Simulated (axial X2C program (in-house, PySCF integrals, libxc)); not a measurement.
# SiBe⁺: bond curves with and without spin–orbit coupling

What are the state, bond length, wavenumber and bond energy of SiBe⁺, and what does spin–orbit coupling change?

Method: all-electron X2C, Si dyall-v3z, Be dyall-cv3z; program: an in-house X2C program for linear molecules on PySCF integrals.

All values are calculated.

### Step 1. Input

task.json reads:

```json
{"zs": [14, 4], "q": 1, "bas": ["dyall-v3z", "dyall-cv3z"], "levels": ["PBE0", "HF", "B3LYP"], "cc": true, "r0": 2.18, "thr": -2.0, "nmax": 90, "npts": 10, "nst": 2, "ntry": 6}
```

Keys: zs atomic numbers; q charge; bas basis sets; levels methods (HF also brings MP2); cc coupled cluster on or off; r0 starting distance in Å; thr threshold in hartree for freezing inner shells (an s shell follows its p shell); nmax most natural virtual spinors; npts points asked for on the curve; nst determinants followed; ntry starts of the search.

On the command line:

```console
$ python so2c.py task.json out
```

Spin-free means the one-electron spin-free X2C Hamiltonian; two-component (2c) means X2C with spin–orbit coupling and atomic mean-field two-electron Coulomb and Gaunt terms. Basis: Si dyall-v3z contracted to [8s7p2d1f], Be dyall-cv3z contracted to [8s8p3d1f]; Gaussian nuclei, density fitting. Masses: Si 27.977 u, Be 9.012 u.

Notation: σ, π±, δ± give the projection m of an orbital's angular momentum (0, ±1, ±2), α and β its spin, Λ and M_S the sums; ω is the projection of a spinor's total angular momentum and Ω the sum. Logs are in hartree.

The results follow Hamiltonian by Hamiltonian and level by level.

### Step 2. State search with PBE0

PBE0 moves the distance from 2.180 Å to 2.290 Å and compares determinants there.

Spin-free determinants:

```
ΔE (eV)             state                         open shells
   0.00  M_S = 1/2, Λ = 1           beyond closed shells: π+α
   0.92  M_S = 1/2, Λ = 0            beyond closed shells: σα
   1.02  M_S = 3/2, Λ = 0  beyond closed shells: σα, π+α, π-α
   1.53  M_S = 3/2, Λ = 1   beyond closed shells: 2 × σα, π+α
   1.79  M_S = 1/2, Λ = 0  beyond closed shells: σβ, π+α, π-α
   1.95  M_S = 1/2, Λ = 1   beyond closed shells: 2 × σα, π+β
   2.14  M_S = 1/2, Λ = 0  beyond closed shells: σα, π+β, π-α
```

Two-component determinants:

| ΔE (eV) | state | open shells |
| --- | --- | --- |
| 0.00 | Ω = 1/2 | excess of +ω over −ω: ω = 1/2 |
| 0.02 | Ω = 3/2 | excess of +ω over −ω: ω = 3/2 |
| 1.55 | Ω = 5/2 | excess of +ω over −ω: 2 × ω = 1/2, ω = 3/2 |
| 1.80 | Ω = 1/2 | excess of +ω over −ω: 2 × ω = -1/2, ω = 3/2 |
| 1.95 | Ω = 3/2 | excess of +ω over −ω: 3 × ω = 1/2 |
| 2.17 | Ω = 1/2 | excess of +ω over −ω: ω = 1/2 |

### Step 3. PBE0, spin-free

State followed: M_S = 1/2, Λ = 1 (beyond closed shells: π+α). The scan is laid around 2.290 Å, a first estimate of the minimum, and this SCF restarts from the orbitals of the search.

Output at 2.290 Å:

```text
spin-free X2C-1e  PBE0
basis functions 100  fitting functions 548  grid points 4359
iter        total energy     max residual
   1       -304.284280588     7.29e-05
   2       -304.284280638     4.73e-05
   3       -304.284280663     1.55e-05
   4       -304.284280666     6.82e-06
converged
one-electron -442.12247722  Coulomb 148.20838805  exact exchange -5.70571512  xc functional -17.60505446  nuclear repulsion 12.94057808
```

Along the bond, energies from the lowest point:

```csv
R (Å),E (eV),μ (D),HOMO (eV),LUMO (eV),iterations
1.992,0.3554,4.54,-12.19,-10.20,24
2.084,0.1442,4.58,-11.98,-10.01,18
2.153,0.0554,4.59,-11.84,-9.88,16
2.221,0.0109,4.59,-11.73,-9.77,15
2.290,0.0000,4.57,-11.64,-9.68,4
2.370,0.0181,4.53,-11.56,-9.58,15
2.450,0.0598,4.48,-11.49,-9.50,14
2.553,0.1361,4.39,-11.44,-9.42,14
2.679,0.2496,4.28,-11.39,-9.35,14
2.862,0.4315,4.10,-11.37,-9.29,14
```

Dipoles are positive if Be is the positive end and refer to the centre of mass.

Outer orbitals at the reference distance:

```json
{"symmetry": "σα", "occupied": "yes", "ε (eV)": "-19.33", "atomic character": "69% Si s, 13% Be p, 13% Be s"}
{"symmetry": "σβ", "occupied": "yes", "ε (eV)": "-18.26", "atomic character": "67% Si s, 15% Be s, 13% Be p"}
{"symmetry": "σα", "occupied": "yes", "ε (eV)": "-13.34", "atomic character": "48% Si p, 35% Be s, 12% Si s"}
{"symmetry": "σβ", "occupied": "yes", "ε (eV)": "-12.97", "atomic character": "44% Si p, 38% Be s, 12% Si s"}
{"symmetry": "π+α", "occupied": "yes", "ε (eV)": "-11.64", "atomic character": "77% Si p, 18% Be p, 3% Be d"}
{"symmetry": "π-α", "occupied": "no", "ε (eV)": "-9.68", "atomic character": "73% Si p, 23% Be p, 3% Be d"}
{"symmetry": "σβ", "occupied": "no", "ε (eV)": "-8.99", "atomic character": "50% Be p, 25% Be s, 22% Si p"}
{"symmetry": "σα", "occupied": "no", "ε (eV)": "-8.96", "atomic character": "47% Be p, 30% Be s, 19% Si p"}
{"symmetry": "π+β", "occupied": "no", "ε (eV)": "-8.81", "atomic character": "64% Si p, 33% Be p"}
```

PBE0 fields in the half plane through the axis: z from -2.4 to 4.5 Å across, distance from the axis 0.15 to 2.25 Å upwards; Si lies at z = 0 and Be at z = 2.290 Å; the ELF is damped to zero where the density is low.

log10 density (e/bohr³). Ten even steps from '0' (-4.96 ) to '9' (1.07 ):
```
001122223222222222211100
012223333333333333222110
112333444444444433332210
123344455544444444333211
223445555555555544433221
233455666655555555443321
234455677766665665444322
234456689866666886444322
```

ELF. Ten even steps from ' ' (0.00 ) to '@' (1.00 ):
```
            ......          ......              
        ::--====--::......::==++++==--..        
      --++**####**==--::--==##%%%%%%##++..      
    --**%%%%%%%%##**++==++##%%@@@@@@@@%%++..    
  ::**%%@@@@@@%%%%##****##%%@@@@@@@@@@@@%%==    
  --##@@@@@@%%--..::++##%%@@@@==::==%%@@%%**..  
..++%%@@@@@@::..==....##@@@@::      ..%%@@##::  
..**%%@@@@%%  %%++%%  ##@@%%  @@@@::  ##%%##--  
```

Re = 2.282 Å, ωe = 464 cm⁻¹, ωexe = 4.95 cm⁻¹, Be = 0.4747 cm⁻¹, De = 2.14 eV, μ = 4.57 D.

### Step 4. HF, spin-free

Output at 2.290 Å:

```text
spin-free X2C-1e  HF
basis functions 100  fitting functions 548  grid points 4359
iter        total energy     max residual
   1       -303.796371555     1.15e-01
   2       -303.804974104     5.26e-03
   3       -303.805555645     4.27e-03
   4       -303.805687973     2.42e-03
   5       -303.805786742     2.33e-03
   6       -303.805944243     3.37e-03
   7       -303.806430624     1.12e-02
   8       -303.806901072     1.60e-02
   9       -303.808551624     1.55e-02
  10       -303.810192276     7.05e-03
  11       -303.810689461     2.23e-03
  12       -303.810774902     1.36e-03
  13       -303.810828718     8.25e-04
  14       -303.810839663     4.27e-04
  15       -303.810842173     2.15e-04
  16       -303.810842921     8.49e-05
  17       -303.810843070     3.10e-05
  18       -303.810843109     1.46e-05
  19       -303.810843116     7.57e-06
  20       -303.810843117     2.07e-06
converged
one-electron -441.81719729  Coulomb 147.95213903  exact exchange -22.88636294  xc functional 0.00000000  nuclear repulsion 12.94057808
```

No constants are quoted: the solution changes its character somewhere along the scan, so the fit is set aside.

### Step 5. B3LYP, spin-free

Output at 2.290 Å:

```text
spin-free X2C-1e  B3LYP
basis functions 100  fitting functions 548  grid points 4359
iter        total energy     max residual
   1       -304.462467401     2.49e-02
   2       -304.463465044     1.54e-03
   3       -304.463484083     9.89e-04
   4       -304.463489257     4.72e-04
   5       -304.463490606     1.91e-04
   6       -304.463491528     1.47e-04
   7       -304.463492206     8.72e-05
   8       -304.463492283     2.85e-05
   9       -304.463492292     7.52e-06
converged
one-electron -442.17178323  Coulomb 148.25735353  exact exchange -4.56349477  xc functional -18.92614590  nuclear repulsion 12.94057808
```

Re = 2.287 Å, ωe = 455 cm⁻¹, ωexe = 5.38 cm⁻¹, Be = 0.473 cm⁻¹, De = 1.98 eV, μ = 4.44 D.

### Step 6. MP2 and beyond, spin-free

Correlated methods: 5 electrons correlated (frozen shells, counted by type: Si 2 s, 1 p; Be 1 s), 149 virtual spinors in MP2, 71 natural virtuals in coupled cluster.

Output of the correlated part at 2.290 Å:

```text
correlated 5  virtual 149  natural virtual 71  E(MP2) -0.078086775  MP2 remainder -0.001218682
iter   CCSD correlation   residual
   1     -0.092654802   1.36e-01
   2     -0.101299132   7.78e-02
   3     -0.105460187   4.82e-02
   4     -0.108186307   2.65e-02
   5     -0.108906452   1.18e-02
   6     -0.109350794   4.22e-03
   7     -0.109303536   1.73e-03
   8     -0.109347182   9.58e-04
   9     -0.109332073   4.63e-04
  10     -0.109333301   1.81e-04
  11     -0.109336161   6.84e-05
  12     -0.109336764   3.29e-05
  13     -0.109336699   1.51e-05
  14     -0.109336795   6.63e-06
  15     -0.109337044   2.88e-06
  16     -0.109337054   7.80e-07
(T) -0.005477421  T1 0.1465  D1 0.2851  max T2 0.158
```

T1 in the output is the amplitude norm over the root of the electron number; divide by √2 for the Lee–Taylor value.

MP2: No constants are quoted: the reference changes its character somewhere along the scan, so the fit is set aside.

CCSD: No constants are quoted: the reference changes its character somewhere along the scan, so the fit is set aside.

CCSD(T): No constants are quoted: the reference changes its character somewhere along the scan, so the fit is set aside.

### Step 7. A higher determinant, spin-free

State: M_S = 1/2, Λ = 0 (beyond closed shells: σα).

Output at the reference distance:

```text
spin-free X2C-1e  PBE0
basis functions 100  fitting functions 548  grid points 4359
iter        total energy     max residual
   1       -304.250318349     4.76e-05
   2       -304.250318416     2.47e-05
   3       -304.250318433     6.87e-06
   4       -304.250318434     3.21e-06
converged
one-electron -441.55747548  Coulomb 147.71034102  exact exchange -5.71854126  xc functional -17.62522079  nuclear repulsion 12.94057808
```

```csv
R (Å),E above the lowest PBE0 point (eV)
1.992,1.752
2.084,1.369
2.153,1.167
2.221,1.023
2.290,0.924
2.370,0.855
2.450,0.825
2.553,0.829
2.679,0.877
```

Re = 2.491 Å, ωe = 397 cm⁻¹, ωexe = 3.79 cm⁻¹, Be = 0.3985 cm⁻¹, μ = 0.52 D. Te = 0.82 eV.

### Step 8. The spin-free curves together

Energy (eV) of the followed determinant, spin-free, from each level's lowest point:

```csv
R (Å),PBE0,HF (jumps),MP2 (its reference jumps),CCSD (its reference jumps),CCSD(T) (its reference jumps),B3LYP
1.992,0.355,0.593,0.249,n/a,n/a,0.355
2.084,0.144,0.370,0.150,0.145,0.139,0.146
2.153,0.055,0.225,0.073,0.061,0.056,0.057
2.221,0.011,0.123,0.024,0.015,0.012,0.012
2.290,0.000,0.056,0.000,0.000,0.000,0.000
2.370,0.018,0.013,0.000,0.011,0.015,0.016
2.450,0.060,0.000,0.022,0.044,0.053,0.055
2.553,0.136,0.014,0.076,0.110,0.124,0.126
2.679,0.250,0.065,0.166,n/a,n/a,0.232
2.862,0.432,0.179,0.324,n/a,n/a,0.399
```

### Step 9. PBE0, 2c

State followed: Ω = 1/2 (excess of +ω over −ω: ω = 1/2). The scan is laid around 2.290 Å, a first estimate of the minimum, and this SCF restarts from the orbitals of the search.

The SCF at the reference distance of 2.290 Å:

```text
two-component X2C + atomic mean field  PBE0
basis functions 100  fitting functions 548  grid points 4359
iter        total energy     max residual
   1       -304.247410897     9.42e-05
   2       -304.247410916     2.33e-05
   3       -304.247410929     4.53e-05
   4       -304.247410934     1.05e-05
converged
one-electron -442.02612608  Coulomb 148.18221811  exact exchange -5.70475309  xc functional -17.60204073  nuclear repulsion 12.94057808  atomic mean-field constant -0.03728723
```

Along the bond, energies from the lowest point:

```csv
R (Å),E (eV),μ (D),HOMO (eV),LUMO (eV),iterations
1.992,0.3571,4.54,-12.19,-10.19,28
2.084,0.1453,4.58,-11.98,-10.00,18
2.153,0.0561,4.59,-11.85,-9.88,16
2.221,0.0113,4.59,-11.74,-9.76,15
2.290,0.0000,4.57,-11.65,-9.67,4
2.370,0.0177,4.53,-11.56,-9.57,15
2.450,0.0589,4.47,-11.50,-9.49,14
2.553,0.1348,4.39,-11.44,-9.41,14
2.679,0.2479,4.27,-11.40,-9.34,14
2.862,0.4293,4.09,-11.38,-9.28,14
```

Dipoles are positive if Be is the positive end and refer to the centre of mass.

Outer spinors at the reference distance:

```json
{"ω": "-1/2", "occupied": "yes", "ε (eV)": "-19.32", "atomic character": "69% Si s, 13% Be p, 13% Be s", "λ mixture": "100% σ"}
{"ω": "1/2", "occupied": "yes", "ε (eV)": "-18.26", "atomic character": "67% Si s, 15% Be s, 13% Be p", "λ mixture": "100% σ"}
{"ω": "-1/2", "occupied": "yes", "ε (eV)": "-13.33", "atomic character": "48% Si p, 35% Be s, 12% Si s", "λ mixture": "100% σ"}
{"ω": "1/2", "occupied": "yes", "ε (eV)": "-12.97", "atomic character": "44% Si p, 38% Be s, 12% Si s", "λ mixture": "100% σ"}
{"ω": "1/2", "occupied": "yes", "ε (eV)": "-11.65", "atomic character": "77% Si p, 18% Be p, 3% Be d", "λ mixture": "100% π"}
{"ω": "-3/2", "occupied": "no", "ε (eV)": "-9.67", "atomic character": "73% Si p, 23% Be p, 3% Be d", "λ mixture": "100% π"}
{"ω": "1/2", "occupied": "no", "ε (eV)": "-8.99", "atomic character": "50% Be p, 25% Be s, 22% Si p", "λ mixture": "100% σ"}
{"ω": "-1/2", "occupied": "no", "ε (eV)": "-8.96", "atomic character": "47% Be p, 30% Be s, 19% Si p", "λ mixture": "100% σ"}
{"ω": "-1/2", "occupied": "no", "ε (eV)": "-8.81", "atomic character": "64% Si p, 33% Be p", "λ mixture": "100% π"}
```

PBE0 fields in the half plane through the axis: z from -2.4 to 4.5 Å across, distance from the axis 0.15 to 2.25 Å upwards; Si lies at z = 0 and Be at z = 2.290 Å; the ELF is damped to zero where the density is low.

log10 density (e/bohr³). Ten even steps from '0' (-4.96 ) to '9' (1.07 ):
```
001122223222222222211100
012223333333333333222110
112333444444444433332210
123344455544444444333211
223445555555555544433221
233455666655555555443321
234455677766665665444322
234456689866666886444322
```

ELF. Ten even steps from '0' (0.00 ) to '9' (1.00 ):
```
000000111000001110000000
000023443211124554310000
000356776432347888751000
003688887654578999985100
026899988766789999998400
037999831257899424898610
158999214117992000189720
168998085807980992078730
```

Re = 2.284 Å, ωe = 463 cm⁻¹, ωexe = 4.91 cm⁻¹, Be = 0.4743 cm⁻¹, De = 2.14 eV, μ = 4.57 D.

### Step 10. HF, 2c

Output at 2.290 Å:

```text
two-component X2C + atomic mean field  HF
basis functions 100  fitting functions 548  grid points 4359
iter        total energy     max residual
   1       -303.759629467     1.15e-01
   2       -303.768230112     5.26e-03
   3       -303.768813350     4.29e-03
   4       -303.768947971     2.45e-03
   5       -303.769051135     2.38e-03
   6       -303.769219604     3.49e-03
   7       -303.769716673     1.17e-02
   8       -303.770298269     1.51e-02
   9       -303.770555496     1.73e-02
  10       -303.773386224     7.13e-03
  11       -303.773912181     1.93e-03
  12       -303.774103930     1.52e-03
  13       -303.774125978     7.92e-04
  14       -303.774137942     3.22e-04
  15       -303.774140838     2.74e-04
  16       -303.774143925     2.87e-04
  17       -303.774146381     3.06e-04
  18       -303.774151455     4.38e-04
  19       -303.774160984     5.93e-04
  20       -303.774184532     9.25e-04
  21       -303.774217231     1.28e-03
  22       -303.774257473     1.07e-03
  23       -303.774329949     7.73e-04
  24       -303.774341854     4.75e-04
  25       -303.774352617     3.16e-04
  26       -303.774355132     1.58e-04
  27       -303.774356134     7.83e-05
  28       -303.774356535     4.24e-05
  29       -303.774356580     1.75e-05
  30       -303.774356591     3.99e-06
  31       -303.774356591     2.13e-06
converged
one-electron -441.67140946  Coulomb 147.88210188  exact exchange -22.88833987  xc functional 0.00000000  nuclear repulsion 12.94057808  atomic mean-field constant -0.03728723
```

No constants are quoted: the solution changes its character somewhere along the scan, so the fit is set aside.

### Step 11. B3LYP, 2c

The SCF at the reference distance of 2.290 Å:

```text
two-component X2C + atomic mean field  B3LYP
basis functions 100  fitting functions 548  grid points 4359
iter        total energy     max residual
   1       -304.425559431     2.48e-02
   2       -304.426556969     1.52e-03
   3       -304.426575705     9.80e-04
   4       -304.426580855     4.73e-04
   5       -304.426582198     1.89e-04
   6       -304.426583110     1.46e-04
   7       -304.426583778     8.63e-05
   8       -304.426583854     2.78e-05
   9       -304.426583863     8.02e-06
converged
one-electron -442.07541188  Coulomb 148.23115579  exact exchange -4.56272457  xc functional -18.92289407  nuclear repulsion 12.94057808  atomic mean-field constant -0.03728723
```

Re = 2.288 Å, ωe = 454 cm⁻¹, ωexe = 5.37 cm⁻¹, Be = 0.4725 cm⁻¹, De = 1.98 eV, μ = 4.43 D.

### Step 12. MP2 and beyond, 2c

Correlated methods: 5 electrons correlated (frozen shells, counted by type: Si 2 s, 1 p; Be 1 s), 149 virtual spinors in MP2, 71 natural virtuals in coupled cluster.

Output of the correlated part at 2.290 Å:

```text
correlated 5  virtual 149  natural virtual 71  E(MP2) -0.074838528  MP2 remainder -0.001179533
iter   CCSD correlation   residual
   1     -0.089426460   1.37e-01
   2     -0.098658420   7.93e-02
   3     -0.102904880   4.96e-02
   4     -0.105901697   2.98e-02
   5     -0.106915942   1.62e-02
   6     -0.107578654   9.42e-03
   7     -0.107606552   6.84e-03
   8     -0.107903876   4.87e-03
   9     -0.107841089   3.09e-03
  10     -0.107915897   1.91e-03
  11     -0.107944964   9.41e-04
  12     -0.107956977   4.40e-04
  13     -0.107959957   2.21e-04
  14     -0.107961464   1.32e-04
  15     -0.107961670   7.97e-05
  16     -0.107961978   4.83e-05
  17     -0.107962563   2.44e-05
  18     -0.107962883   1.10e-05
  19     -0.107963036   6.36e-06
  20     -0.107963018   3.35e-06
(T) -0.005604794  T1 0.1798  D1 0.3607  max T2 0.122
```

MP2: No constants are quoted: the reference changes its character somewhere along the scan, so the fit is set aside.

CCSD: No constants are quoted: the reference changes its character somewhere along the scan, so the fit is set aside.

CCSD(T): No constants are quoted: the reference changes its character somewhere along the scan, so the fit is set aside.

### Step 13. A higher determinant, 2c

State: Ω = 3/2 (excess of +ω over −ω: ω = 3/2).

Output at the reference distance:

```text
two-component X2C + atomic mean field  PBE0
basis functions 100  fitting functions 548  grid points 4359
iter        total energy     max residual
   1       -304.246768227     2.13e-05
   2       -304.246768238     1.75e-05
   3       -304.246768252     2.16e-05
   4       -304.246768256     1.35e-05
converged
one-electron -442.02065962  Coulomb 148.17706734  exact exchange -5.70466379  xc functional -17.60180304  nuclear repulsion 12.94057808  atomic mean-field constant -0.03728723
```

```csv
R (Å),E above the lowest PBE0 point (eV)
1.992,0.372
2.084,0.161
2.153,0.072
2.221,0.028
2.290,0.017
2.370,0.036
2.450,0.078
2.553,0.154
2.679,0.268
```

Re = 2.282 Å, ωe = 465 cm⁻¹, ωexe = 4.98 cm⁻¹, Be = 0.4749 cm⁻¹, μ = 4.57 D. Te = 0.02 eV.

### Step 14. The 2c curves together

Energy (eV) of the followed determinant, 2c, from each level's lowest point:

```csv
R (Å),PBE0,HF (jumps),MP2 (its reference jumps),CCSD (its reference jumps),CCSD(T) (its reference jumps),B3LYP
1.992,0.357,0.599,0.198,n/a,n/a,0.357
2.084,0.145,0.365,0.229,0.156,0.148,0.147
2.153,0.056,0.219,0.137,0.070,0.064,0.058
2.221,0.011,0.118,0.070,0.021,0.017,0.013
2.290,0.000,0.053,0.027,0.000,0.000,0.000
2.370,0.018,0.012,0.001,0.002,0.007,0.016
2.450,0.059,0.000,0.000,0.026,0.037,0.054
2.553,0.135,0.015,0.034,0.084,0.101,0.125
2.679,0.248,0.066,0.116,n/a,n/a,0.230
2.862,0.429,0.180,0.270,n/a,n/a,0.397
```

Time for the job: 45 s (1 thread of Arm Neoverse V1, shared host); peak memory 0.27 GiB.

### Step 15. Constants

Lowest determinant that the search found at its distance, spin-free: M_S = 1/2, Λ = 1 (beyond closed shells: π+α).

Lowest determinant that the search found at its distance, 2c: Ω = 1/2 (excess of +ω over −ω: ω = 1/2).

```tsv
Hamiltonian	level	Re (Å)	ωe (cm⁻¹)	De (eV)	μ (D)
spin-free	PBE0	2.282	464	2.14	4.57
spin-free	B3LYP	2.287	455	1.98	4.44
2c	PBE0	2.284	463	2.14	4.57
2c	B3LYP	2.288	454	1.98	4.43
```

Dipoles are positive if Be is the positive end and refer to the centre of mass. No constants: spin-free HF (the solution changes its character somewhere along the scan, so the fit is set aside); spin-free MP2 (the reference changes its character somewhere along the scan, so the fit is set aside); spin-free CCSD (the reference changes its character somewhere along the scan, so the fit is set aside); spin-free CCSD(T) (the reference changes its character somewhere along the scan, so the fit is set aside); 2c HF (the solution changes its character somewhere along the scan, so the fit is set aside); 2c MP2 (the reference changes its character somewhere along the scan, so the fit is set aside); 2c CCSD (the reference changes its character somewhere along the scan, so the fit is set aside); 2c CCSD(T) (the reference changes its character somewhere along the scan, so the fit is set aside).

Time per point (s) on 1 thread of Arm Neoverse V1, shared host (2c runs); the times are rough: PBE0 0.28, B3LYP 0.3.

In words: At PBE0, going from spin-free to two-component changes Re by +1 mÅ, ωe by -0.2 %; the spin-free picture holds up (part of it comes from the scalar share of the two-electron terms). De moves by +0.01 eV; both De rest on single-determinant atoms, which can miss part of an open shell's spin–orbit lowering.

De refers to Si+ + Be, each in the lowest determinant found, which need not be this curve's own limit. The state is a single determinant with fixed occupations, the lowest that a limited PBE0 search found. De is counted from the lowest determinant-based energies of the atoms at the same level, without counterpoise correction. Density functionals use the spin component along the axis (collinear).
